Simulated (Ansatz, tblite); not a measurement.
# In12Sb12 zinc blende off sphere (In12Sb12H32): a ladder of methods and basis sets

One table from this session's results is given with a row withheld; the runs are named, their logs left out.

Program: Ansatz 0.2.0, Gaussian basis. Level of theory: as each input shows. These are calculated values, not measurements.

Plan: GFN1-xTB, PBE-D4/def2-TZVP, r2SCAN-D4/def2-TZVP, PBE-D4/def2-SVP, PBE0-D4/def2-SVP.

1 further run of the same task is left out (set aside as unsound or not needed).

### The structure

The singlet was relaxed beforehand with r2SCAN-D4/def2-SVP.

56 atoms, charge 0, spin multiplicity 1.

Bond lengths: In1–Sb14 2.935 Å, In1–Sb15 2.862 Å, In1–H25 1.727 Å, In1–H26 1.731 Å, In2–Sb13 2.904 Å, In2–Sb17 2.912 Å, In2–H27 1.719 Å, In2–H28 1.719 Å, In3–Sb16 2.890 Å, In3–Sb18 2.894 Å, In3–H29 1.723 Å, In3–H30 1.742 Å, In4–Sb14 2.828 Å, In4–Sb19 2.894 Å, In4–Sb20 2.828 Å, In4–H31 1.728 Å, In5–Sb16 2.835 Å, In5–Sb19 2.870 Å and more. Angles: Sb14–In1–Sb15 96.0°, Sb14–In1–H25 104.2°, Sb14–In1–H26 103.1°, Sb15–In1–H25 111.1°, Sb15–In1–H26 109.9°, H25–In1–H26 127.2°, Sb13–In2–Sb17 97.1°, Sb13–In2–H27 106.3°, Sb13–In2–H28 105.7°, Sb17–In2–H27 105.6°, Sb17–In2–H28 105.0°, H27–In2–H28 132.0°, Sb16–In3–Sb18 93.9°, Sb16–In3–H29 110.0°, Sb16–In3–H30 105.0°, Sb18–In3–H29 111.6°, Sb18–In3–H30 102.8°, H29–In3–H30 128.0° and more.

In, Sb take a core potential in the def2 sets. No spin-orbit coupling is included.

PBE0-D4/def2-TZVP was run before; its log isn't repeated, and its numbers join the tables.

The first run:

Tight binding, by tblite at 300 K electronic temperature and without a spin-polarisation term:

```python
tblite.interface.Calculator('GFN1-xTB', numbers, positions, charge=0, uhf=0).singlepoint()
```

start.molden holds the orbitals of an earlier run on this state, given as this run's starting guess.

Contents of in.yaml:

```yaml
crystal:
  periodic: [false, false, false]
  atoms:
    - {symbol: In, position_ang: [-5.346306, 1.835199, -0.407037]}
    - {symbol: In, position_ang: [-2.737941, -4.353721, 3.212834]}
    - {symbol: In, position_ang: [1.101821, -4.967813, -0.627975]}
    - {symbol: In, position_ang: [-2.090803, 2.093248, -4.096057]}
    - {symbol: In, position_ang: [1.590135, -1.585301, -4.147345]}
    - {symbol: In, position_ang: [-1.822041, -1.277879, -1.000431]}
    - {symbol: In, position_ang: [-1.732419, 1.726667, 2.779065]}
    - {symbol: In, position_ang: [1.529463, -1.528465, 1.949528]}
    - {symbol: In, position_ang: [1.279651, 1.825186, -0.998649]}
    - {symbol: In, position_ang: [-1.838831, 5.344572, -0.403594]}
    - {symbol: In, position_ang: [4.969722, -1.098995, -0.625146]}
    - {symbol: In, position_ang: [4.354319, 2.738747, 3.215662]}
    - {symbol: Sb, position_ang: [-3.385743, -2.917409, 0.772903]}
    - {symbol: Sb, position_ang: [-3.582982, 0.476064, -2.319676]}
    - {symbol: Sb, position_ang: [-3.269968, 3.266075, 0.947631]}
    - {symbol: Sb, position_ang: [-0.110203, -3.035019, -2.402400]}
    - {symbol: Sb, position_ang: [-0.115247, -3.164034, 3.645119]}
    - {symbol: Sb, position_ang: [3.130567, -3.128849, 0.310355]}
    - {symbol: Sb, position_ang: [-0.248828, 0.253742, -5.361264]}
    - {symbol: Sb, position_ang: [-0.476014, 3.585025, -2.317072]}
    - {symbol: Sb, position_ang: [3.038154, 0.114339, -2.400158]}
    - {symbol: Sb, position_ang: [-0.256176, 0.257586, 0.750229]}
    - {symbol: Sb, position_ang: [3.165035, 0.115584, 3.645837]}
    - {symbol: Sb, position_ang: [2.917044, 3.388784, 0.776605]}
    - {symbol: H, position_ang: [-6.295761, 2.894830, -1.385395]}
    - {symbol: H, position_ang: [-5.915750, 0.540283, 0.590946]}
    - {symbol: H, position_ang: [-3.748910, -3.699722, 4.439509]}
    - {symbol: H, position_ang: [-2.417040, -5.971300, 2.728206]}
    - {symbol: H, position_ang: [1.787907, -6.257845, -1.540995]}
    - {symbol: H, position_ang: [0.017412, -5.073121, 0.730700]}
    - {symbol: H, position_ang: [-2.939340, 2.942627, -5.339312]}
    - {symbol: H, position_ang: [2.495908, -2.489667, -5.307650]}
    - {symbol: H, position_ang: [-2.663716, 0.479936, 3.550453]}
    - {symbol: H, position_ang: [-0.490043, 2.658332, 3.556771]}
    - {symbol: H, position_ang: [-2.898188, 6.294189, -1.382136]}
    - {symbol: H, position_ang: [-0.545514, 5.913991, 0.596447]}
    - {symbol: H, position_ang: [6.260621, -1.783878, -1.537858]}
    - {symbol: H, position_ang: [5.073970, -0.015833, 0.734598]}
    - {symbol: H, position_ang: [5.971608, 2.418719, 2.729928]}
    - {symbol: H, position_ang: [3.700557, 3.748627, 4.443290]}
    - {symbol: H, position_ang: [-4.221245, -4.016206, -0.230259]}
    - {symbol: H, position_ang: [-4.733067, -1.928858, 1.100075]}
    - {symbol: H, position_ang: [-4.445416, -0.569107, -3.360320]}
    - {symbol: H, position_ang: [-4.224959, 4.219849, 1.997415]}
    - {symbol: H, position_ang: [-1.142399, -3.875193, -3.472379]}
    - {symbol: H, position_ang: [0.920192, -4.402011, 4.195017]}
    - {symbol: H, position_ang: [-0.157846, -2.319555, 5.126685]}
    - {symbol: H, position_ang: [3.959599, -3.958604, 1.554220]}
    - {symbol: H, position_ang: [-1.129161, -0.647156, -6.511512]}
    - {symbol: H, position_ang: [0.652367, 1.135749, -6.510007]}
    - {symbol: H, position_ang: [0.568132, 4.450475, -3.356231]}
    - {symbol: H, position_ang: [3.879241, 1.147234, -3.468736]}
    - {symbol: H, position_ang: [2.321399, 0.156303, 5.128048]}
    - {symbol: H, position_ang: [4.403542, -0.920050, 4.194402]}
    - {symbol: H, position_ang: [1.926305, 4.734102, 1.105929]}
    - {symbol: H, position_ang: [4.014588, 4.227827, -0.225116]}
basis:
  gaussian: {orbitals: def2-TZVP, fitting: {mean_field: def2-universal-jkfit}, initial_orbitals: start.molden}
hamiltonian: {xc: pbe, dispersion: d4}
scf: {omitted_lower_state_checks: [starts]}
output: {forces: true, orbitals: {seedname: orbitals}}
```

Run with:

```bash
$ ansatz run in.yaml --threads 11 --pin off --events-out ev --progress --plain --max-ram 110592MiB --backend cuda --devices 0, --max-vram 75GiB
```

Steps of the session up to this table: PBE-D4/def2-TZVP; r2SCAN-D4/def2-TZVP; PBE-D4/def2-SVP; PBE0-D4/def2-SVP.

One table of the session follows, with a row left open; its other results are not shown here.

It belongs to the step «Binding energy». 

```
              level  binding an atom (eV)
    PBE-D4/def2-SVP                 2.196
   PBE-D4/def2-TZVP                     ?
r2SCAN-D4/def2-TZVP                 2.210
   PBE0-D4/def2-SVP                 2.188
  PBE0-D4/def2-TZVP                 2.210
```

**Question.** Estimate the row for PBE-D4/def2-TZVP.

The run gave: binding an atom (eV): 2.216. In the column «binding an atom (eV)» it is the highest.

To keep in mind: Free atoms were run apart at each level; binding is atoms less cluster, divided by the number of atoms, without zero-point or spin-orbit terms.
